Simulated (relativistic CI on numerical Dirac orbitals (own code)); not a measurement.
**Se³¹⁺: how the levels respond to the fine-structure constant and the nuclear radius**

How sensitive are the low transitions of Se³¹⁺ to a change of α? Wanted is q = dE/dx with x = (α/α0)² − 1, and the field-shift factor by the mean square nuclear radius, for the lowest 8 levels.

Program: relativistic CI on numerical Dirac orbitals (own code) version 2. Level of theory: Dirac-Coulomb-Breit CI, KLI orbitals optimised for each configuration, derivatives by finite differences. These are calculated values, not measurements, unless marked.

### 1 The atom as given

- ion: Se³¹⁺ (Se XXXII)
- nuclear charge: 34
- electrons: 3
- isotope: A = 80
- first configuration: [He] 2s

Outer shells as boxes (Hund's rule):

[He] 2s1
```
[He] core
2s [↑ ]
```

### 2 The run

Settings of the run:

```ini
atom Se  Z=34  charge=31  electrons=3
nucleus A=80  rms_radius_fm=4.1400
hamiltonian dirac-coulomb  breit=on  qed=off  c_scale=1
orbitals kli  potential=per-configuration
slater_scale 1
correlation none
mixing on
configurations
  [He] 2s
  [He] 2p
  [He] 3s
  [He] 3p
  [He] 3d
end
derivatives alpha2 +-0.01 radius +-1%
```

What does the calculation give? Wanted: lowest level; largest q in size, lowest 8 levels; largest field-shift factor among them.

The runs gave:

| quantity | value |
| --- | --- |
| lowest level | 2s 2S1/2 |
| largest q in size, lowest 8 levels | 538800 cm⁻¹ (3d 2D5/2) |
| largest field-shift factor among them | -362 GHz/fm² (2p 2P°3/2) |

What this shows: Among these levels the largest q belongs to 3d 2D5/2, a change of configuration. K = 2q/E, the relative sensitivity of a level, hangs on the computed energy: between configurations that lie close it can be off by a factor of several.
